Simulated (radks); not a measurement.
# Valence configurations of Br²⁺

An exercise on one series of results from a longer session: the logs are not shown, and one member is left open.

The numbers are computed with radks (a radial shooting solver on a logarithmic mesh, Libxc functionals) version 1 (Dirac Kohn-Sham, BLYP, spin-unpolarised, spherical densities, point nucleus; open shells fill j = l - 1/2 first), except any that are marked as measured or tabulated.

## The atom as given

| Item | Value |
| --- | --- |
| element | bromine (Z = 35) |
| charge | +2 |
| electrons | 33 |
| configuration | [Ar] 3d10 4s2 4p3 |
| others tried | 3d10 4p5; 3d9 4s2 4p4; 3d8 4s2 4p5; 3d9 4s1 4p5; 3d7 4s2 4p6; 3d10 4s1 4p4; 3d9.5 4s2 4p3.5; 3d10 4s1.5 4p3.5; 3d9.5 4s1 4p4.5 |

Set-up of the first run:

The run's settings:

```text
Z 35
configuration [Ar] 3d10 4s2 4p3
relativity Dirac
functional b88,lyp
spin unpolarised
j_filling energy
nucleus point
c 137.035999084
```

Steps of the session up to this table: [Ar] 3d10 4s2 4p3.

One table of the session follows, with a row left open; its other results are not shown here.

It belongs to the step «[Ar] 3d10 4s2 4p3». Radial moments (bohr):

| level | <r> | outermost maximum (interpolated) | 90 % within | nodes |
| --- | --- | --- | --- | --- |
| 3s1/2 | 0.5513 | 0.484 | 0.821 | 2 |
| 3p1/2 | ? | ? | ? | ? |
| 3p3/2 | 0.5674 | 0.484 | 0.867 | 1 |
| 3d3/2 | 0.5868 | 0.429 | 0.967 | 0 |
| 3d5/2 | 0.5909 | 0.431 | 0.974 | 0 |
| 4s1/2 | 1.589 | 1.39 | 2.34 | 3 |
| 4p1/2 | 1.838 | 1.56 | 2.75 | 2 |
| 4p3/2 | 1.870 | 1.59 | 2.80 | 2 |

Estimate the missing values for 3p1/2.

**Answer.** <r>: 0.5569; outermost maximum (interpolated): 0.475; 90 % within: 0.851; nodes: 1. In the column «<r>» it lies between 3s1/2 (0.5513) and 3p3/2 (0.5674).
